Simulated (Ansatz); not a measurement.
# Ca: single points about a listed cell

A set of self-consistent runs on Ca under further strains and shifts, swapped elements, distortions that keep the symmetry, other functionals, to map its energy surface near the listed cell.

Method: DFT PBEsol, scalar-relativistic, plane waves, PAW, unless a step's input says otherwise, in Ansatz 0.2.0.

1 further run of the same task is left out (set aside as unsound or not needed).

## 1. The system as given

It takes space group Fm-3m (No. 225, cubic). Conventional cell: a = 5.588 Å, b = 5.588 Å, c = 5.588 Å, α = 90.00°, β = 90.00°, γ = 90.00°. Ca (site symmetry m-3m) has 12 Ca at 3.95 Å as nearest neighbours.

Structure file:

```
CELL_PARAMETERS angstrom
0.00000 2.79420 2.79420
2.79420 0.00000 2.79420
2.79420 2.79420 0.00000
ATOMIC_POSITIONS crystal
Ca 0.00000 0.00000 0.00000
```

The structure comes from the Crystallography Open Database.

## 2. A change within the space group

Against the listed cell: strain xx, yy, zz, yz, xz, xy = +1.8, +1.8, +1.8, +0.0, +0.0, +0.0 %.

The input, input.yaml:

```yaml
crystal:
  lattice:
    - [0.0, 2.845361802, 2.845361802]
    - [2.845361802, 0.0, 2.845361802]
    - [2.845361802, 2.845361802, 0.0]
  atoms:
    - { symbol: Ca, position: [0.0, 0.0, 0.0] }
basis:
  ecutwfc: 420
kpoints:
  mp_grid: { grid: [14, 14, 14] }
hamiltonian:
  xc: pbesol
scf:
  occupations: { method: gaussian, width: 0.1 }
output:
  forces: true
  stress: true
  eigenvalues: true
```

On the command line:

```bash
$ ansatz run input.yaml --threads 1 --pin off --max-ram 1331MiB --backend cpu --events-out ev --progress --plain --runs-dir out
```

## 3. A distortion of lower symmetry

The input, input.yaml:

```yaml
crystal:
  lattice:
    - [-0.037386396, 2.806438596, 2.808394536]
    - [2.77100814, 0.0, 2.77100814]
    - [2.789505744, 2.787549804, -0.018497604]
  atoms:
    - { symbol: Ca, position: [0.0, 0.0, 0.0] }
basis:
  ecutwfc: 420
kpoints:
  mp_grid: { grid: [12, 12, 12] }
hamiltonian:
  xc: pbesol
scf:
  occupations: { method: gaussian, width: 0.1 }
output:
  forces: true
  stress: true
  eigenvalues: true
  populations: true
```

## 4. A distortion of lower symmetry

The input, input.yaml:

```yaml
crystal:
  lattice:
    - [0.0, 2.680001046, 2.680001046]
    - [2.735885046, -0.055884, 2.735885046]
    - [2.680001046, 2.680001046, 0.0]
  atoms:
    - { symbol: Ca, position: [0.0, 0.0, 0.0] }
basis:
  ecutwfc: 420
kpoints:
  mp_grid: { grid: [12, 12, 12] }
hamiltonian:
  xc: pbesol
scf:
  occupations: { method: gaussian, width: 0.1 }
output:
  forces: true
  stress: true
  eigenvalues: true
```

## 5. A change within the space group

The input, input.yaml:

```yaml
crystal:
  lattice:
    - [0.0, 2.828876022, 2.828876022]
    - [2.828876022, 0.0, 2.828876022]
    - [2.828876022, 2.828876022, 0.0]
  atoms:
    - { symbol: Ca, position: [0.0, 0.0, 0.0] }
basis:
  ecutwfc: 420
kpoints:
  mp_grid: { grid: [14, 14, 14] }
hamiltonian:
  xc: pbesol
scf:
  occupations: { method: gaussian, width: 0.1 }
output:
  forces: true
  stress: true
  eigenvalues: true
```

## 6. Functional and cell changed: r2SCAN

The input, input.yaml:

```yaml
crystal:
  lattice:
    - [0.0, 2.818453656, 2.818453656]
    - [2.818453656, 0.0, 2.818453656]
    - [2.818453656, 2.818453656, 0.0]
  atoms:
    - { symbol: Ca, position: [0.0, 0.0, 0.0] }
basis:
  ecutwfc: 500
kpoints:
  mp_grid: { grid: [14, 14, 14] }
hamiltonian:
  xc: r2scan
scf:
  occupations: { method: gaussian, width: 0.1 }
output:
  forces: true
  stress: true
  eigenvalues: true
```

## 7. A change within a subgroup

The input, input.yaml:

```yaml
crystal:
  lattice:
    - [0.223536, 2.617969806, 2.617969806]
    - [2.841505806, 0.0, 2.841505806]
    - [2.841505806, 2.841505806, 0.0]
  atoms:
    - { symbol: Ca, position: [0.0, 0.0, 0.0] }
basis:
  ecutwfc: 420
kpoints:
  mp_grid: { grid: [12, 12, 12] }
hamiltonian:
  xc: pbesol
scf:
  occupations: { method: gaussian, width: 0.1 }
output:
  forces: true
  stress: true
  eigenvalues: true
  populations: true
```

## 8. Functional and cell changed: r2SCAN

The input, input.yaml:

```yaml
crystal:
  lattice:
    - [0.0, 2.813703516, 2.813703516]
    - [2.813703516, 0.0, 2.813703516]
    - [2.813703516, 2.813703516, 0.0]
  atoms:
    - { symbol: Ca, position: [0.0, 0.0, 0.0] }
basis:
  ecutwfc: 500
kpoints:
  mp_grid: { grid: [14, 14, 14] }
hamiltonian:
  xc: r2scan
scf:
  occupations: { method: gaussian, width: 0.1 }
output:
  forces: true
  stress: true
  eigenvalues: true
```

## 9. One element swapped, cell strained: Ca → Mg, first probe

The input, input.yaml:

```yaml
crystal:
  lattice:
    - [0.0, 2.5385378443, 2.5385378443]
    - [2.5385378443, 0.0, 2.5385378443]
    - [2.5385378443, 2.5385378443, 0.0]
  atoms:
    - { symbol: Mg, position: [0.0, 0.0, 0.0] }
basis:
  ecutwfc: 420
kpoints:
  mp_grid: { grid: [6, 6, 6] }
hamiltonian:
  xc: pbesol
scf:
  occupations: { method: gaussian, width: 0.1 }
output:
  forces: true
  stress: true
  eigenvalues: true
```

## 10. Substitution of an element, cell strained: Ca → Mg

Changes to input.yaml since step 9:

```diff
@@ -10,3 +10,3 @@
 kpoints:
-  mp_grid: { grid: [6, 6, 6] }
+  mp_grid: { grid: [14, 14, 14] }
 hamiltonian:
```

**Question.** What will these runs give? Wanted: for each run, case; energy; pressure; largest force.

The runs gave:

```
step                                                case  energy (meV/atom)  pressure (GPa)  largest force (eV/Å)  gap on the mesh (eV)
   2                     a change within the space group               +0.0            -1.9                  0.00                  0.00
   3                      a distortion of lower symmetry             -18.7*            -1.2                  0.00                  0.00
   4                      a distortion of lower symmetry             -28.9*             0.4                  0.00                  0.00
   5                     a change within the space group               -8.7            -1.6                  0.00                  0.00
   6                 functional and cell changed: r2SCAN                n/a            -0.6                  0.00                  0.00
   7                          a change within a subgroup              +1.4*             0.1                  0.00                  0.00
   8                 functional and cell changed: r2SCAN                n/a            -0.5                  0.00                  0.00
  10  substitution of an element, cell strained: Ca → Mg                n/a            -6.3                  0.00                  0.00
```

Energies are counted from step 2, with the smearing taken to zero; a star marks another k mesh, which can shift energies by itself, so starred rows don't rank against the others. Other atoms or functionals have another zero of energy (n/a). A gap of 0.00 means none on the mesh at this level.

**Reading.** The pressure is 0.4 GPa in the smallest cell and -1.9 GPa in the largest; between them shape and moved atoms count too. The distorted cells of the listed formula and level show no gap on the mesh.
